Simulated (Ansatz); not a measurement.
# ZnNH2Cl (singlet): relaxing a cheap start

Aim: relax a generated start of ZnNH2Cl (singlet) and see which bonds hold.

Program: Ansatz 0.2.0, Gaussian basis. Level of theory: RKS PBE0/def2-SVP. These are calculated values, not measurements.

## (1) Where the work starts

5 atoms, charge 0, spin multiplicity 1.

Atoms are counted from 1 here; the program's logs count them from 0.

Bond lengths: N1–Zn2 1.801 Å, N1–H4 1.003 Å, N1–H5 1.045 Å, Zn2–Cl3 1.429 Å, Zn2–H4 1.927 Å. Angles: Zn2–N1–H4 81.5°, Zn2–N1–H5 88.6°, H4–N1–H5 107.5°, N1–Zn2–Cl3 147.2°, N1–Zn2–H4 31.0°, Cl3–Zn2–H4 158.5°, N1–H4–Zn2 67.6°.

The start is a generated structure. Sticks and bond lists go by distance. 

## (2) Relaxation

File in.yaml:

```yaml
crystal:
  periodic: [false, false, false]
  atoms:
    - {symbol: N, position_ang: [-0.256100, 0.851200, -0.433000]}
    - {symbol: Zn, position_ang: [0.369100, -0.701900, 0.232000]}
    - {symbol: Cl, position_ang: [1.505000, -1.448900, 0.672600]}
    - {symbol: H, position_ang: [-0.809000, 0.220600, -0.982600]}
    - {symbol: H, position_ang: [-0.759200, 1.005300, 0.469600]}
basis:
  gaussian: {orbitals: def2-SVP}
hamiltonian: {xc: pbe0}
relax: {f_tol: 0.01, max_steps: 150}
```

Started as:

```sh
ansatz run in.yaml --threads 1 --pin off --events-out ev --progress --plain --max-ram 16896MiB --backend cuda --devices 0, --max-vram 18GiB
```

**Question.** What will these runs give? Wanted: energy gained; shift from the start; total energy; dipole moment.

**Answer**, as computed:

```
                  quantity           value
                     steps              10
             energy gained       12.862 eV
shift from the start (rms)         0.465 Å
              total energy  -62441.9360 eV
             dipole moment          2.55 D
```

In words: By distance, Zn2–H4 opened. Zn2–Cl3 went from 1.429 to 2.107 Å. No vibrations were run, so this is a stationary point, not a proven minimum, and this spin need not be the ground state's.
